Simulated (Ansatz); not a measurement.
# ScCu: stress in a strained cell

ScCu is deformed so: equal xx and yy strain of -1 %. What stress and forces result, by LAPW, PAW and all-electron datasets made for the crystal?

Computed with Ansatz 0.2.0 (DFT LDA, scalar-relativistic, unless a step's input says otherwise).

### Step 1. The structure to begin with

Symmetry: Pm-3m, No. 221, cubic system. Conventional cell: a = 3.256 Å, b = 3.256 Å, c = 3.256 Å, α = 90.00°, β = 90.00°, γ = 90.00°. Sc (site symmetry m-3m) has 8 Cu at 2.82 Å as nearest neighbours. Cu (site symmetry m-3m) is surrounded by 8 Sc at 2.82 Å.

Coordinates:

```cif
data_structure
_symmetry_space_group_name_H-M 'P 1'
_symmetry_Int_Tables_number 1
_cell_length_a 3.2560
_cell_length_b 3.2560
_cell_length_c 3.2560
_cell_angle_alpha 90.000
_cell_angle_beta 90.000
_cell_angle_gamma 90.000
_cell_volume 34.52
loop_
_atom_site_label
_atom_site_type_symbol
_atom_site_fract_x
_atom_site_fract_y
_atom_site_fract_z
_atom_site_occupancy
Sc1 Sc 0.50000 0.50000 0.50000 1
Cu1 Cu 0.00000 0.00000 0.00000 1
```

Atoms are numbered in the order of the input: Sc1, Cu2.

### Step 2. After the deformation

Space group Pm-3m before, P4/mmm after.

### Step 3. All-electron LAPW

Input file input.yaml:

```yaml
crystal:
  lattice:
    - [3.22344, 0.0, 0.0]
    - [0.0, 3.22344, 0.0]
    - [0.0, 0.0, 3.256]
  atoms:
    - { symbol: Sc, position: [0.5, 0.5, 0.5] }
    - { symbol: Cu, position: [0.0, 0.0, 0.0] }
kpoints:
  mp_grid: { grid: [11, 11, 11] }
  band_path:
    path:
      - [0.0, 0.0, 0.0]
      - [0.0, 0.5, 0.0]
      - [0.5, 0.5, 0.0]
      - [0.0, 0.0, 0.0]
      - [0.0, 0.0, 0.5]
      - [0.0, 0.5, 0.5]
      - [0.5, 0.5, 0.5]
      - [0.0, 0.0, 0.5]
      - [0.0, 0.5, 0.0]
    npoints: 5
scf:
  occupations: { method: fermi_dirac, width: 0.05 }
hamiltonian:
  xc: lda
  pseudopotentials: { kind: all_electron, lapw: { basis_error: 0.0005 } }
output:
  forces: true
  stress: true
  eigenvalues: true
```

Command:

```sh
$ ansatz run input.yaml --threads 1 --pin off --max-ram 3072MiB --backend cpu --events-out ev --progress --plain --runs-dir out
```

### Step 4. PAW with frozen cores

Input file input.yaml:

```yaml
crystal:
  lattice:
    - [3.22344, 0.0, 0.0]
    - [0.0, 3.22344, 0.0]
    - [0.0, 0.0, 3.256]
  atoms:
    - { symbol: Sc, position: [0.5, 0.5, 0.5] }
    - { symbol: Cu, position: [0.0, 0.0, 0.0] }
kpoints:
  mp_grid: { grid: [11, 11, 11] }
scf:
  occupations: { method: fermi_dirac, width: 0.05 }
hamiltonian:
  xc: lda
  pseudopotentials: { kind: paw }
output:
  forces: true
  stress: true
  eigenvalues: true
  efg: { contact_densities: true }
  write_density: true
  write_potential: true
  elf: true
  volumetric_format: npy
```

### Step 5. All-electron PAW on datasets made for the crystal

input.yaml, as its differences from that of step 4:

```diff
@@ -14,3 +14,3 @@
   xc: lda
-  pseudopotentials: { kind: paw }
+  pseudopotentials: { kind: all_electron, datasets: crystal }
 output:
@@ -20,5 +20 @@
   efg: { contact_densities: true }
-  write_density: true
-  write_potential: true
-  elf: true
-  volumetric_format: npy
```

(Steps that only read results are left out.)

**Question.** What will these runs give? Wanted: pressure; largest shear or deviatoric stress.

As calculated:

| quantity | value |
| --- | --- |
| pressure | LAPW -6.04, PAW -6.04, crystal datasets -6.04 GPa |
| largest shear or deviatoric stress (LAPW) | 0.25 GPa |

The largest part of the stress beyond the pressure is 0.25 GPa in size, in the zz component; the atoms are carried along and not relaxed. No run of the undeformed cell stands beside it, so the pressure holds what the given cell had before the change. PAW: stress within 0.01 GPa of LAPW. Crystal datasets: stress within 0.01 GPa of LAPW.
